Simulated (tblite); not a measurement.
# C5H13BO3: the cost of one run

The runs use tblite 0.8.0 and PySCF 2.14.0, with density-fitted response routines of our own; the level of theory stands in each step. All values are computed, except where a source is named. Atoms count from 0, in the outputs and in this text.

## Step 1: The starting structure

22 atoms, charge 0, multiplicity 1; geometry from: force field or distance geometry start.

Bonds of the start (Å): C0–O1 1.39, O1–B2 1.47, B2–O3 1.46, O3–C4 1.42, B2–O5 1.49, O5–C6 1.41, C6–C7 1.53, C6–C8 1.52, C0–H9 1.11, C0–H10 1.12, C0–H11 1.10, C4–H12 1.12, C4–H13 1.11, C4–H14 1.12, C6–H15 1.10, C7–H16 1.11, C7–H17 1.12, C7–H18 1.12, C8–H19 1.11, C8–H20 1.12, C8–H21 1.12.

## Step 2: Optimising the geometry with GFN2-xTB

The job: settings as JSON, then the geometry in Å.

```
{"job": {"kind": "relax", "xc": "GFN2-xTB", "basis": "xTB"}, "charge": 0, "multiplicity": 1}
C      1.645200     1.889100    -1.148900
O      1.922500     1.222900     0.043100
B      1.087900     0.012900     0.151300
O      1.575900    -1.265600    -0.370200
C      2.292600    -1.915800     0.673200
O     -0.210500     0.073100     0.873300
C     -1.297300     0.174300    -0.024700
C     -1.903900    -1.212500    -0.229900
C     -2.332300     1.109800     0.587900
H      1.768600     1.236500    -2.036600
H      0.610200     2.327300    -1.129000
H      2.343600     2.733900    -1.252700
H      1.637000    -2.139700     1.551600
H      2.672300    -2.884500     0.275400
H      3.180500    -1.311600     0.980800
H     -1.038700     0.594700    -1.010800
H     -1.164800    -1.886800    -0.706400
H     -2.796800    -1.156800    -0.902100
H     -2.220000    -1.656200     0.743100
H     -2.672600     0.735300     1.580500
H     -1.894000     2.126700     0.731900
H     -3.215900     1.212500    -0.086400
```

On the command line:

```bash
$ OMP_NUM_THREADS=1 python probes_run.py task.json out
```

The driver reads the jobs from task.json and runs them one after another.

**Question.** How long does this first job take on 1 thread of Arm Neoverse N1, shared host, and how much memory does it need?

About 2.6 s, with a peak of 0.18 GiB.
